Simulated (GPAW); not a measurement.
The system is SiSe.

```
Si Se
1.0
     3.59520    0.00000    0.00000
    -1.79760    3.11353    0.00000
     0.00000    0.00000    3.59873
Si Se
1 1
Direct
  0.66667 0.33333 0.50000
  0.00000 0.00000 0.00000
```

The cell was built by a generator and needn't be a form met in nature.

Base run:

* Program: GPAW 26.7.0
* Functional: PBE
* Potentials or basis: GPAW PAW data sets (gpaw-data 1.2.1)
* Cutoff: 600 eV
* Basis: pw
* k mesh: 9 × 9 × 7
* Occupations: fermi-dirac, width 0.05 eV
* Spin: no spin polarisation

Its results: pressure 0.4 GPa.

After a change of settings the same cell gave: pressure 0.9 GPa. Which change was it?
A. functional from PBE to PBEsol; potentials or basis from GPAW PAW data sets (gpaw-data 1.2.1) to PAW data sets generated in the run's folder for this functional
B. functional from PBE to LDA; potentials or basis from GPAW PAW data sets (gpaw-data 1.2.1) to the program's PAW data sets (release 1.2.1) made for this functional
C. functional from PBE to BLYP; potentials or basis from GPAW PAW data sets (gpaw-data 1.2.1) to PAW data sets generated in the run's folder for this functional
D. functional from PBE to PW91; potentials or basis from GPAW PAW data sets (gpaw-data 1.2.1) to PAW data sets generated in the run's folder for this functional

D.

Not every run made on this cell is shown here.
